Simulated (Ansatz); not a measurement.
**CH₃AlFOSb: small, medium and large basis sets**

The task here is to estimate one member of a computed series from the others.

Program: Ansatz 0.2.0, Gaussian basis. Level of theory: one geometry, several basis sets. These are calculated values, not measurements.

Levels to be run: PBE0-D4/def2-SVP; ωB97M-V/def2-SVP; PBE0-D4/def2-QZVPP; ωB97M-V/def2-QZVPP; the functionals' def2-TZVPP values are taken from earlier runs.

## The geometry

An earlier PBE0-D4 in a triple-zeta def2 set relaxation fixed the geometry. Sb takes the def2 core potential; no spin-orbit term is included.

8 atoms, charge 0, spin multiplicity 1.

Atoms are counted from 1 here; the program's logs count them from 0.

Bond lengths: F1–Sb2 2.296 Å, F1–Al5 1.794 Å, Sb2–O3 1.947 Å, Sb2–Al5 2.641 Å, O3–C4 1.458 Å, C4–Al5 1.994 Å, C4–H6 1.096 Å, C4–H7 1.096 Å, Al5–H8 1.579 Å. Angles: Sb2–F1–Al5 79.4°, F1–Sb2–O3 83.1°, F1–Sb2–Al5 41.9°, O3–Sb2–Al5 69.7°, Sb2–O3–C4 112.9°, O3–C4–Al5 100.9°, O3–C4–H6 107.1°, O3–C4–H7 108.3°, Al5–C4–H6 115.6°, Al5–C4–H7 117.5°, H6–C4–H7 106.8°, F1–Al5–Sb2 58.7°, F1–Al5–C4 98.8°, F1–Al5–H8 114.8°, Sb2–Al5–C4 74.4°, Sb2–Al5–H8 144.6°, C4–Al5–H8 137.9°.

Set-up of the first run:

File in.yaml:

```yaml
crystal:
  periodic: [false, false, false]
  atoms:
    - {symbol: F, position_ang: [-1.490577, -1.246006, -0.230450]}
    - {symbol: Sb, position_ang: [0.640107, -2.013469, -0.610807]}
    - {symbol: O, position_ang: [0.916492, -0.209619, -1.289011]}
    - {symbol: C, position_ang: [0.509562, 0.821401, -0.342035]}
    - {symbol: Al, position_ang: [-0.566861, -0.254788, 0.946029]}
    - {symbol: H, position_ang: [-0.047092, 1.576950, -0.908532]}
    - {symbol: H, position_ang: [1.410899, 1.313485, 0.040072]}
    - {symbol: H, position_ang: [-1.280328, -0.044954, 2.338835]}
basis:
  gaussian: {orbitals: def2-SVP}
hamiltonian: {xc: pbe0, dispersion: d4}
output: {orbitals: {seedname: orbitals}}
```

Started as:

```bash
$ ansatz run in.yaml --threads 4 --pin off --events-out ev --progress --plain --max-ram 10444MiB
```

Among the steps run: PBE0-D4 in def2-SVP; ωB97M-V in def2-SVP; PBE0-D4 in def2-QZVPP; ωB97M-V in def2-QZVPP.

One table of the session follows, with a row left open; its other results are not shown here.

It belongs to the step «Density functionals: the series». 

```
functional       basis  HOMO (eV)  LUMO (eV)
   PBE0-D4    def2-SVP      -5.91      -2.73
   PBE0-D4  def2-TZVPP      -5.95      -2.85
   PBE0-D4  def2-QZVPP          ?          ?
   ωB97M-V    def2-SVP      -7.86      -0.69
   ωB97M-V  def2-TZVPP      -7.92      -0.90
   ωB97M-V  def2-QZVPP      -7.93      -0.95
```

**Question.** Estimate the row for PBE0-D4, def2-QZVPP.

As computed: HOMO (eV): -5.96; LUMO (eV): -2.86. In the column «HOMO (eV)» it lies between ωB97M-V, def2-SVP (-7.86) and PBE0-D4, def2-TZVPP (-5.95).
